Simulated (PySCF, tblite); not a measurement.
# C5H15AsSi2: geometry, infrared bands and NMR shifts

Wanted: the infrared bands and NMR shifts of C5H15AsSi2 (`CC[C@@H]1C[C@@H]1[As]([SiH3])[SiH3]`), by calculation.

Computed with tblite 0.8.0 and PySCF 2.14.0, with density-fitted response routines of our own, on a single molecule in the gas phase. Atoms are numbered from 0 throughout.

### 1 Starting geometry

23 atoms, charge 0, multiplicity 1; geometry from: force field or distance geometry start.

Bonds of the start (Å): C0–C1 1.52, C1–C2 1.55, C2–C3 1.52, C3–C4 1.52, C4–As5 1.99, As5–Si6 2.31, As5–Si7 2.33, C4–C2 1.54, C0–H8 1.11, C0–H9 1.11, C0–H10 1.11, C1–H11 1.11, C1–H12 1.10, C2–H13 1.10, C3–H14 1.10, C3–H15 1.13, C4–H16 1.11, Si6–H17 1.47, Si6–H18 1.47, Si6–H19 1.47, Si7–H20 1.46, Si7–H21 1.48, Si7–H22 1.48.

### 2 Geometry optimisation with GFN2-xTB

The job: settings as JSON, then the geometry in Å.

```
{"job": {"kind": "relax", "xc": "GFN2-xTB", "basis": "xTB"}, "charge": 0, "multiplicity": 1}
C      2.329100     1.424300    -0.883500
C      2.071900    -0.070500    -0.974800
C      1.558400    -0.614200     0.378400
C      0.752300    -1.897200     0.255300
C      0.044000    -0.614600     0.658000
As    -1.191800     0.051200    -0.758900
Si    -2.961700    -1.200300     0.052000
Si    -1.793300     1.910200     0.504300
H      1.374100     1.959100    -0.681400
H      3.041700     1.655200    -0.068500
H      2.733000     1.788600    -1.847800
H      3.038600    -0.582200    -1.181200
H      1.391200    -0.291000    -1.804900
H      2.207100    -0.559400     1.269300
H      0.540800    -2.257100    -0.764100
H      0.898600    -2.605600     1.123600
H     -0.245300    -0.571600     1.725000
H     -3.028100    -1.087400     1.519900
H     -4.217300    -0.709700    -0.527800
H     -2.757600    -2.612700    -0.299800
H     -0.718000     2.903600     0.485500
H     -3.018300     2.501200    -0.070300
H     -2.054200     1.507000     1.901700
```

Run with:

```sh
OMP_NUM_THREADS=1 python probes_run.py task.json out
```

One launch serves the whole session: the jobs run in the order shown.

What it wrote:

```text
step      E/eV     max force
  0    -657.36510    1.567
  1    -657.51307    1.005
  2    -657.59362    0.606
  3    -657.62743    0.496
  4    -657.64603    0.399
  5    -657.66151    0.310
  6    -657.67695    0.303
  7    -657.68776    0.213
  8    -657.69377    0.163
  9    -657.69763    0.153
 10    -657.70088    0.146
 11    -657.70431    0.136
 12    -657.70807    0.174
 13    -657.71181    0.152
 14    -657.71500    0.132
 15    -657.71738    0.116
 16    -657.71912    0.100
 17    -657.72046    0.080
 18    -657.72152    0.079
 19    -657.72242    0.064
 20    -657.72326    0.072
 21    -657.72397    0.061
 22    -657.72450    0.053
 23    -657.72485    0.046
 24    -657.72515    0.050
 25    -657.72543    0.049
 26    -657.72569    0.038
 27    -657.72591    0.035
 28    -657.72614    0.042
 29    -657.72644    0.062
 30    -657.72678    0.056
 31    -657.72708    0.040
 32    -657.72732    0.036
 33    -657.72752    0.041
 34    -657.72774    0.051
 35    -657.72797    0.040
 36    -657.72818    0.031
 37    -657.72835    0.031
 38    -657.72851    0.030
 39    -657.72868    0.034
 40    -657.72885    0.036
 41    -657.72899    0.027
 42    -657.72911    0.024
 43    -657.72922    0.022
 44    -657.72931    0.022
 45    -657.72938    0.021
 46    -657.72944    0.019
 47    -657.72949    0.017
 48    -657.72954    0.014
 49    -657.72958    0.015
 50    -657.72962    0.017
 51    -657.72968    0.021
 52    -657.72973    0.018
 53    -657.72978    0.016
 54    -657.72982    0.014
 55    -657.72987    0.020
 56    -657.72993    0.020
 57    -657.72997    0.015
 58    -657.73001    0.013
 59    -657.73006    0.014
 60    -657.73010    0.020
 61    -657.73015    0.017
 62    -657.73019    0.018
 63    -657.73023    0.018
 64    -657.73029    0.018
 65    -657.73034    0.018
 66    -657.73038    0.015
 67    -657.73042    0.018
 68    -657.73046    0.013
 69    -657.73050    0.014
 70    -657.73053    0.012
 71    -657.73056    0.020
 72    -657.73060    0.023
 73    -657.73064    0.018
 74    -657.73068    0.016
 75    -657.73071    0.013
 76    -657.73074    0.016
 77    -657.73078    0.018
 78    -657.73083    0.024
 79    -657.73089    0.023
 80    -657.73094    0.015
 81    -657.73098    0.014
 82    -657.73102    0.017
 83    -657.73107    0.023
 84    -657.73111    0.017
 85    -657.73113    0.010
 86    -657.73115    0.010
```

Wall time 3.2 s (1 thread of Intel Xeon at 2.50GHz, shared host).

The steps of the relaxation: (not every step is listed)

```csv
step,energy from step 0 (eV),largest force (eV/Å)
0,0.0000,1.5667
1,-0.1480,1.0048
2,-0.2285,0.6057
3,-0.2623,0.4958
4,-0.2809,0.3986
5,-0.2964,0.3099
6,-0.3119,0.3030
7,-0.3227,0.2129
8,-0.3287,0.1634
15,-0.3523,0.1161
22,-0.3594,0.0535
29,-0.3613,0.0619
36,-0.3631,0.0313
43,-0.3641,0.0224
50,-0.3645,0.0172
57,-0.3649,0.0147
64,-0.3652,0.0177
71,-0.3655,0.0202
78,-0.3657,0.0238
81,-0.3659,0.0145
82,-0.3659,0.0175
83,-0.3660,0.0232
84,-0.3660,0.0175
85,-0.3660,0.0100
86,-0.3660,0.0100
```

Close pairs (by a distance rule), those that changed most:

```csv
bond,before (Å),after (Å),change (Å)
C3–H15,1.130,1.081,-0.049
C2–C4,1.540,1.502,-0.038
C1–C2,1.546,1.510,-0.036
C2–C3,1.520,1.495,-0.025
C4–As5,1.995,1.970,-0.024
C0–H8,1.113,1.092,-0.021
C0–H10,1.107,1.087,-0.020
C1–H11,1.113,1.093,-0.020
```

The end geometry stands in the next job.

### 3 Infrared spectrum with GFN2-xTB

The job: settings as JSON, then the geometry in Å.

```
{"job": {"kind": "ir", "xc": "GFN2-xTB", "basis": "xTB"}, "charge": 0, "multiplicity": 1}
C      2.278904     1.396355    -0.896396
C      2.118802    -0.118192    -0.962432
C      1.564614    -0.669316     0.329975
C      0.749989    -1.923331     0.318586
C      0.092509    -0.603235     0.621101
As    -1.200944     0.132798    -0.670182
Si    -2.948002    -1.233116     0.005735
Si    -1.792292     2.004583     0.565452
H      1.310072     1.865603    -0.715434
H      2.953065     1.674446    -0.088941
H      2.680022     1.782902    -1.830035
H      3.086503    -0.582756    -1.170444
H      1.434965    -0.377225    -1.780379
H      2.230622    -0.529981     1.176508
H      0.550662    -2.374658    -0.646397
H      0.881378    -2.643189     1.114865
H     -0.168857    -0.444809     1.667232
H     -3.152362    -1.285252     1.461909
H     -4.216132    -0.808179    -0.598982
H     -2.692758    -2.614417    -0.429173
H     -0.741699     3.033224     0.491961
H     -3.024934     2.610355     0.047770
H     -1.998880     1.734378     1.997780
```

What it wrote:

```text
mode    cm-1     km/mol
  1      38.8      0.01
  2      71.6      0.05
  3      75.1      0.11
  4      82.5      0.25
  5      99.5      0.02
  6     101.8      0.71
  7     112.9      1.10
  8     166.3      0.50
  9     217.3      0.39
 10     236.1      1.15
 11     264.2      2.34
 12     359.2      1.87
 13     367.7      1.15
 14     409.6      2.72
 15     441.8     45.99
 16     445.8     10.81
 17     450.7     47.19
 18     459.3     14.90
 19     486.9     17.69
 20     570.5      3.66
 21     767.4    665.97
 22     790.6    264.23
 23     798.6     96.33
 24     801.5    397.48
 25     805.3    216.47
 26     812.8    127.77
 27     825.1    191.15
 28     833.9     10.55
 29     873.1      5.12
 30     954.4      5.22
 31     975.5      6.62
 32    1005.2      9.49
 33    1052.6      1.20
 34    1057.6      0.25
 35    1085.3      1.02
 36    1092.9      0.27
 37    1110.9      1.40
 38    1172.4      1.29
 39    1221.7      9.24
 40    1245.5      0.24
 41    1270.4      7.25
 42    1320.7      1.03
 43    1401.1      2.07
 44    1407.4      3.89
 45    1467.4      2.31
 46    1470.1      1.40
 47    1490.0      1.25
 48    1496.7      1.78
 49    2161.1    127.67
 50    2173.6    290.78
 51    2180.1    553.40
 52    2188.3    216.03
 53    2202.6     17.95
 54    2214.2    717.55
 55    2907.5     48.35
 56    2934.6     39.00
 57    2958.8     33.82
 58    2984.2     66.52
 59    3009.5     35.84
 60    3030.6     27.67
 61    3035.2     48.29
 62    3038.9     33.15
 63    3064.9     46.56
```

It took 4.4 s on 1 thread of Intel Xeon at 2.50GHz, shared host.

Which atoms move in the most intense modes:

```csv
cm⁻¹,km/mol,atoms
767,666.0,"H22 19 %, H21 18 %, H17 18 %, H18 18 %"
791,264.2,"H18 32 %, H19 25 %, H21 21 %, H20 12 %"
802,397.5,"H21 26 %, H18 25 %, H22 19 %, H17 16 %"
805,216.5,"H20 24 %, H21 22 %, H19 13 %, H18 11 %"
2174,290.8,"H20 76 %, H22 18 %"
2180,553.4,"H17 70 %, H22 24 %"
2188,216.0,H19 90 %
2214,717.5,"H21 52 %, H18 44 %"
```

### 4 Nuclear shieldings: PBE0/pcSseg-1

The job, as its differences from that of step 3:

```diff
@@ -1,2 +1,2 @@
-{"job": {"kind": "ir", "xc": "GFN2-xTB", "basis": "xTB"}, "charge": 0, "multiplicity": 1}
+{"job": {"kind": "nmr", "xc": "PBE0", "basis": "pcSseg-1"}, "charge": 0, "multiplicity": 1}
 C      2.278904     1.396355    -0.896396
```

Method: GIAO PBE0/pcSseg-1 NMR shielding, non-relativistic, gas phase.

What it wrote:

```text
coarse grid: 83136 points
cycle   1  E = -3013.3029273109  dE = -1.871e-01  |g| = 7.584e-01  |ddm| = 4.360e+00
cycle   2  E = -3013.2913947867  dE =  1.153e-02  |g| = 6.362e-01  |ddm| = 8.527e-01
cycle   3  E = -3013.3494220859  dE = -5.803e-02  |g| = 1.451e-01  |ddm| = 6.504e-01
cycle   4  E = -3013.3544051228  dE = -4.983e-03  |g| = 4.690e-02  |ddm| = 2.043e-01
cycle   5  E = -3013.3549271233  dE = -5.220e-04  |g| = 9.049e-03  |ddm| = 5.225e-02
cycle   6  E = -3013.3549475313  dE = -2.041e-05  |g| = 2.192e-03  |ddm| = 1.257e-02
cycle   7  E = -3013.3549486737  dE = -1.142e-06  |g| = 7.296e-04  |ddm| = 3.143e-03
final grid: 173552 points
cycle   8  E = -3013.3549891732  dE = -1.036e-08  |g| = 9.291e-04  |ddm| = 2.754e-03
cycle   9  E = -3013.3549890056  dE =  1.676e-07  |g| = 1.244e-03  |ddm| = 1.821e-03
cycle  10  E = -3013.3549893772  dE = -3.715e-07  |g| = 8.000e-05  |ddm| = 1.084e-03
cycle  11  E = -3013.3549893788  dE = -1.633e-09  |g| = 1.358e-05  |ddm| = 9.340e-05
cycle  12  E = -3013.3549893788  dE = -3.956e-11  |g| = 4.461e-06  |ddm| = 1.918e-05
converged SCF energy = -3013.3549893788

GIAO shielding tensors (ppm)
atom      isotropic    diamagn.    paramagn.     s11        s22        s33       span
  0 C      169.698     248.419     -78.721    158.667    165.357    185.072     26.404
  1 C      156.320     247.896     -91.576    143.904    153.220    171.835     27.931
  2 C      164.483     253.652     -89.169    135.904    155.755    201.790     65.886
  3 C      171.695     255.805     -84.109    142.992    167.147    204.946     61.954
  4 C      172.051     251.394     -79.344    138.405    162.879    214.869     76.463
  5 As    1884.008    2878.608    -994.600   1679.206   1749.191   2223.626    544.420
  6 Si     427.709     879.974    -452.265    382.095    420.417    480.616     98.521
  7 Si     424.645     880.480    -455.835    373.496    418.036    482.403    108.907
  8 H       30.474      32.666      -2.192     23.650     32.174     35.597     11.947
  9 H       30.709      30.199       0.510     26.914     27.775     37.439     10.525
 10 H       30.579      28.679       1.900     25.985     26.967     38.783     12.798
 11 H       29.778      29.439       0.339     23.772     28.312     37.250     13.478
 12 H       30.623      32.226      -1.604     26.312     31.416     34.140      7.828
 13 H       30.718      33.553      -2.835     23.915     27.810     40.427     16.512
 14 H       31.668      33.700      -2.032     26.430     30.028     38.547     12.117
 15 H       30.726      32.579      -1.853     25.274     25.375     41.529     16.255
 16 H       30.860      34.272      -3.411     22.309     29.452     40.821     18.512
 17 H       27.647      28.849      -1.203     23.715     25.352     33.873     10.159
 18 H       27.632      28.608      -0.977     23.464     24.562     34.869     11.405
 19 H       27.530      28.907      -1.377     22.966     25.626     33.997     11.031
 20 H       27.384      29.125      -1.741     22.618     26.200     33.335     10.717
 21 H       27.605      28.978      -1.373     23.433     24.612     34.770     11.338
 22 H       27.631      29.548      -1.917     23.766     25.327     33.800     10.034
```

Run time: 3 min. Hardware: 1 thread of Intel Xeon at 2.50GHz, shared host; peak memory 1.1 GiB.

Shifts follow as δ = σ(reference) − σ, with reference shieldings (ppm) from runs at the same level and on the same kind of geometry: 1H TMS 31.72, 13C TMS 186.9, 29Si TMS 349.2, 75As AsH3 1989. The references are single molecules in the gas phase. Shifts against hydride references such as AlH4− lie on their own scale. Atoms listed in one row are averaged.

```csv
atoms,environment,σ (ppm),δ (ppm)
C1,sp3 CH2,156.3,30.6
C2,three-membered-ring carbon,164.5,22.4
C0,methyl carbon,169.7,17.2
C3,three-membered-ring carbon,171.7,15.2
C4,three-membered-ring carbon,172.1,14.9
"H17, H18, H19, H20, H21, H22",hydrogen on a silicon bonded to As,27.57,4.15
H11,hydrogen on an sp3 CH2,29.78,1.94
"H8, H9, H10",hydrogen on a methyl carbon,30.59,1.13
H12,hydrogen on an sp3 CH2,30.62,1.09
H13,hydrogen on a three-membered-ring carbon,30.72,1.00
H15,hydrogen on a three-membered-ring carbon,30.73,0.99
H16,hydrogen on a three-membered-ring carbon,30.86,0.86
H14,hydrogen on a three-membered-ring carbon,31.67,0.05
As5,"arsenic bonded to C, 2 Si",1884,105
"Si6, Si7","silicon bonded to As, 3 H",426.2,-77.0
```

The run also stored atomic charges by several schemes (e):

```csv
atoms,Mulliken,IAO,Hirshfeld,ESP fit
C0,-0.28,-0.41,-0.12,-0.39
C1,-0.20,-0.25,-0.07,0.11
C2,-0.24,-0.12,-0.04,-0.17
C3,-0.11,-0.29,-0.09,-0.45
C4,-0.38,-0.32,-0.09,0.02
As5,-0.40,0.00,0.06,-0.21
"Si6, Si7",0.42,0.37,0.23,0.29
```

Mayer bond orders: C0–C1 1.05, C1–C2 1.02, C2–C3 0.95, C3–C4 0.92, C4–As5 0.94, As5–Si6 0.91, As5–Si7 0.91, C4–C2 0.93.

Ring of atoms C2, C3, C4: NICS(0) -44.0, NICS(1) -8.6, NICS(1)zz -20.9 ppm (means of both faces).

The two faces differ (NICS(1)zz -23.8 and -17.9 ppm).

In rings of three or four atoms NICS is ruled by the nearby σ bonds, so it says little on aromaticity.

### 5 Results

| quantity | value |
| --- | --- |
| strongest single infrared mode (GFN2-xTB) | 2214 cm⁻¹, 718 km/mol |
| zero-point energy (GFN2-xTB) | 108.9 kcal/mol |
| 13C shifts against TMS (PBE0/pcSseg-1) | 30.6, 22.4, 17.2, 15.2, 14.9 ppm |
| 1H shifts against TMS (PBE0/pcSseg-1, means over atoms taken as alike) | 4.15, 1.94, 1.13, 1.09, 1.00, 0.99, 0.86, 0.05 ppm |
| 75As shifts against AsH3 (PBE0/pcSseg-1) | 105 ppm |
| 29Si shifts against TMS (PBE0/pcSseg-1, means over atoms taken as alike) | -77.0 ppm |

Over 86 steps the energy fell by 0.366 eV; of the close pairs, C3–H15 changed most, 1.130 to 1.081 Å. All 63 modes are real, so the xTB geometry is a minimum. The strongest single mode, at 2214 cm⁻¹, moves mainly H21 and H18. GFN2-xTB is a fitted tight-binding method: band positions and strengths are rough. Its intensities can rank the bands wrongly. At PBE0/pcSseg-1: The largest span, 544 ppm, is at As5, where the paramagnetic term is -995 ppm. Spin-orbit coupling is left out, which matters for shieldings and couplings at and beside the heavy atoms.
